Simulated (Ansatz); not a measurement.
# Lutetium, omega (AlB2-type) under r²SCAN: ground state and equation of state

Aim: take lutetium in the omega (AlB2-type) structure, relax it, solve it on a dense k-mesh, then scale the cell to 7 volumes from 88 to 112 % of the relaxed one and try a fit of the equation of state. Spin polarisation is left out. The k-meshes are 7×7×9 for the relaxation; 9×9×12 for the dense run; 8×8×11 for the volumes.

Method: DFT r2SCAN, plane waves (500 eV) with PAW, scalar-relativistic; the PAW data stem from PBE, with regenerated cores, in Ansatz 0.2.0.

### Step 1. Starting point

Symmetry: P6/mmm, No. 191, hexagonal system. Conventional cell: a = 5.503 Å, b = 5.503 Å, c = 3.374 Å, α = 90.00°, β = 90.00°, γ = 120.00°. Lu (site symmetry 6/mmm) has 14 Lu at 3.37 to 3.60 Å as nearest neighbours. Lu (site symmetry -6m2) is surrounded by 11 Lu at 3.18 to 3.60 Å.

As a file:

```cif
data_structure
_symmetry_space_group_name_H-M 'P 1'
_symmetry_Int_Tables_number 1
_cell_length_a 5.5034
_cell_length_b 5.5034
_cell_length_c 3.3736
_cell_angle_alpha 90.000
_cell_angle_beta 90.000
_cell_angle_gamma 120.000
_cell_volume 88.49
loop_
_atom_site_label
_atom_site_type_symbol
_atom_site_fract_x
_atom_site_fract_y
_atom_site_fract_z
_atom_site_occupancy
Lu1 Lu 0.00000 0.00000 0.00000 1
Lu2 Lu 0.33333 0.66667 0.50000 1
Lu3 Lu 0.66667 0.33333 0.50000 1
```

### Step 2. Relaxing cell and atoms

input.yaml reads:

```yaml
crystal:
  lattice:
    - [5.5034237973, 0.0, 0.0]
    - [-2.7517118986, 4.7661048162, 0.0]
    - [0.0, 0.0, 3.3735987877]
  atoms:
    - { symbol: Lu, position: [0.0, 0.0, 0.0] }
    - { symbol: Lu, position: [0.3333333333, 0.6666666667, 0.5] }
    - { symbol: Lu, position: [0.6666666667, 0.3333333333, 0.5] }
hamiltonian:
  xc: r2scan
  pseudopotentials:
    kind: paw
    azcp:
      Lu: "pseudopotentials/Lu.paw.azcp"
basis:
  ecutwfc: 500
  fft_grid_basis: typed
kpoints:
  mp_grid: { grid: [7, 7, 9], shift: [0, 0, 0] }
magnetization:
  spin_polarized: false
scf:
  occupations: { method: fermi_dirac, width: 0.1 }
relax:
  max_steps: 60
  f_tol: 0.01
  cell: {}
```

Command:

```bash
$ ansatz run input.yaml --threads 1 --pin off --max-ram 3584MiB --backend cpu --events-out ev --progress --plain --runs-dir out
```

The runs that follow: Single point on a dense mesh; At 88 % of the relaxed volume; At 92 % of the relaxed volume; At 96 % of the relaxed volume; At 100 % of the relaxed volume; At 104 % of the relaxed volume; At 108 % of the relaxed volume; At 112 % of the relaxed volume.

**Question.** What will these runs give? Wanted: space group; conventional cell; volume; shortest distance; gap on the mesh; relative to hcp; V₀, B₀, B₀′.

The runs gave:

| quantity | value |
| --- | --- |
| space group (spins left aside) | P6/mmm (No. 191) |
| conventional cell | a = 5.427 Å, c = 3.399 Å (c/a = 0.626) |
| volume | 28.898 Å³/atom |
| shortest distance | 3.133 Å |
| gap on the mesh | none (levels filled in part) |
| relative to hcp | +72 meV/atom |
| V₀, B₀, B₀′ | 28.839 Å³/atom, 46 GPa, 3.1 |

The relaxation shrank the cell by 2.0 % in volume. It lies 72 meV/atom above the element's reference form at the same level (hcp, from a run of its own). No gap shows: it is a metal or semimetal at this level. B₀ comes out at 46 GPa; letting shape and positions relax at each volume could only lower it. The symmetry was held, so the structure may be unstable against distortions that break it.
